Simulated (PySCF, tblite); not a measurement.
**C5H11BN2: geometry, infrared bands and NMR shifts**

What infrared bands and NMR shifts should C5H11BN2 (`C[NH2+][BH2-]n1cccc1`) show?

The runs use tblite 0.8.0 and PySCF 2.14.0, with density-fitted response routines of our own; the level of theory stands in each step. All values are computed, except where a source is named. Atoms are numbered from 0 throughout.

### 1 Starting geometry

19 atoms, charge 0, multiplicity 1; geometry from: force field or distance geometry start.

Bonds of the start (Å): C0–N1 1.46, N1–B2 1.55, B2–N3 1.56, N3–C4 1.35, C4–C5 1.39, C5–C6 1.38, C6–C7 1.39, C7–N3 1.35, C0–H8 1.12, C0–H9 1.10, C0–H10 1.09, N1–H11 1.04, N1–H12 1.03, B2–H13 1.17, B2–H14 1.19, C4–H15 1.08, C5–H16 1.07, C6–H17 1.09, C7–H18 1.09.

### 2 Relaxing the molecule with GFN2-xTB

Job settings and geometry (Å):

```
{"job": {"kind": "relax", "xc": "GFN2-xTB", "basis": "xTB"}, "charge": 0, "multiplicity": 1}
C      2.501400     0.584100    -0.162500
N      1.658000    -0.586100    -0.365600
B      0.648900    -0.714900     0.805800
N     -0.745300    -0.200300     0.327300
C     -1.426700    -0.817600    -0.661700
C     -2.609000    -0.107100    -0.814500
C     -2.634200     0.927500     0.097700
C     -1.446500     0.839800     0.812900
H      1.900700     1.455600     0.190200
H      2.984100     0.889900    -1.102100
H      3.239100     0.302400     0.587200
H      1.084800    -0.482100    -1.227000
H      2.224200    -1.434600    -0.477700
H      0.612900    -1.801900     1.242300
H      1.062500     0.020300     1.651700
H     -1.080600    -1.682300    -1.211100
H     -3.358900    -0.354200    -1.540000
H     -3.440500     1.645500     0.223600
H     -1.184800     1.525200     1.616100
```

Command:

```bash
OMP_NUM_THREADS=1 python probes_run.py task.json out
```

The driver reads the jobs from task.json and runs them one after another.

**Question.** This job is followed by: GFN2-xTB harmonic vibrations, gas phase; GIAO PBE0/pcSseg-1 NMR shielding, non-relativistic, gas phase. What will the session give for the following? strongest single infrared mode (GFN2-xTB); zero-point energy (GFN2-xTB); 13C shifts against TMS (PBE0/pcSseg-1, means over atoms taken as alike); 1H shifts against TMS (PBE0/pcSseg-1, means over atoms taken as alike); 15N shifts against NH3 (PBE0/pcSseg-1); 11B shifts against BF3·OEt2 (PBE0/pcSseg-1).

As calculated:

```
                                                               quantity                             value
                              strongest single infrared mode (GFN2-xTB)             1072 cm⁻¹, 227 km/mol
                                           zero-point energy (GFN2-xTB)                    100.2 kcal/mol
13C shifts against TMS (PBE0/pcSseg-1, means over atoms taken as alike)            127.9, 115.3, 31.4 ppm
 1H shifts against TMS (PBE0/pcSseg-1, means over atoms taken as alike)  6.76, 6.45, 3.14, 2.48, 2.42 ppm
                                 15N shifts against NH3 (PBE0/pcSseg-1)                   201.6, 60.9 ppm
                            11B shifts against BF3·OEt2 (PBE0/pcSseg-1)                         -11.5 ppm
```

**Reading.** Relaxing lowered the energy by 0.502 eV in 113 steps; the close pair that moved most is N1–B2, from 1.551 to 1.672 Å. All 51 modes are real, so the xTB geometry is a minimum. The strongest single mode, at 1072 cm⁻¹, is spread over many atoms; the largest shares are those of H14, H11. GFN2-xTB is a fitted tight-binding method: band positions and strengths are rough. Its intensities can rank the bands wrongly. At PBE0/pcSseg-1: The largest span, 235 ppm, is at N3, where the paramagnetic term is -260 ppm. NICS(1)zz of -31 ppm above the planar ring from N3 marks a diatropic (aromatic) ring current.
